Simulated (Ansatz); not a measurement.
# YCuBP: from a guess to a relaxed structure

The task: take a trial cell of YCuBP to zero force and stress.

Program: Ansatz 0.2.0. Level of theory: DFT PBE, scalar-relativistic, plane waves, PAW. These are calculated values, not measurements.

### 1 Starting point

It takes space group P4/mmm (No. 123, tetragonal). Conventional cell: a = 4.096 Å, b = 4.096 Å, c = 4.724 Å, α = 90.00°, β = 90.00°, γ = 90.00°. Around Y (site symmetry 4/mmm) lie 2 Cu at 2.36 Å. Cu (site symmetry 4/mmm) is surrounded by 2 Y at 2.36 Å. B (site symmetry 4/mmm) has 2 P at 2.36 Å as nearest neighbours. P (site symmetry 4/mmm) has 2 B at 2.36 Å as nearest neighbours.

Coordinates:

```
CELL_PARAMETERS angstrom
4.09635 0.00000 0.00000
0.00000 4.09635 0.00000
0.00000 0.00000 4.72428
ATOMIC_POSITIONS crystal
Y 0.00000 0.00000 0.50000
Cu 0.00000 0.00000 0.00000
B 0.50000 0.50000 0.00000
P 0.50000 0.50000 0.50000
```

A structure generator made this guess: random cell by space group and Wyckoff sites (P4/mmm, No. 123). Its size is a rough estimate.

### 2 The guess as it stands, on a coarse mesh

input.yaml

```yaml
crystal:
  lattice:
    - [4.09635119, 0.0, 0.0]
    - [0.0, 4.09635119, 0.0]
    - [0.0, 0.0, 4.72427971]
  atoms:
    - { symbol: "Y", position: [0.0, 0.0, 0.5] }
    - { symbol: Cu, position: [0.0, 0.0, 0.0] }
    - { symbol: B, position: [0.5, 0.5, 0.0] }
    - { symbol: P, position: [0.5, 0.5, 0.5] }
basis:
  ecutwfc: 420
kpoints:
  mp_grid: { grid: [4, 4, 4] }
hamiltonian:
  xc: pbe
scf:
  occupations: { method: gaussian, width: 0.1 }
  lower_state_search: "off"
output:
  forces: true
  stress: true
  eigenvalues: true
```

On the command line:

```bash
ansatz run input.yaml --threads 1 --pin off --max-ram 2048MiB --backend cpu --events-out ev --progress --plain --runs-dir out
```

Further runs follow: rough relaxation on the coarse mesh; relaxation on the finer mesh.

Before running it: what results should come out? Wanted: conventional cell; volume; energy over the elements, black P; gap on the mesh.

**Answer**, as computed:

```
                              quantity                                                                      value
symmetry at the end (tolerance 0.05 Å)                                               space group P4/mmm (No. 123)
                     conventional cell  a = 3.747 Å, b = 3.747 Å, c = 5.254 Å, α = 90.00°, β = 90.00°, γ = 90.00°
                                volume                                                              18.44 Å³/atom
     energy over the elements, black P                                                              +0.56 eV/atom
                       gap on the mesh                                                               none (metal)
```

The space group P4/mmm (No. 123) is kept, and the volume per atom shrinks by 6.9 % from the first guess. With a positive formation energy it can't be a ground state. No finished test with a distortion of lower symmetry is shown, so the end may be a saddle point.
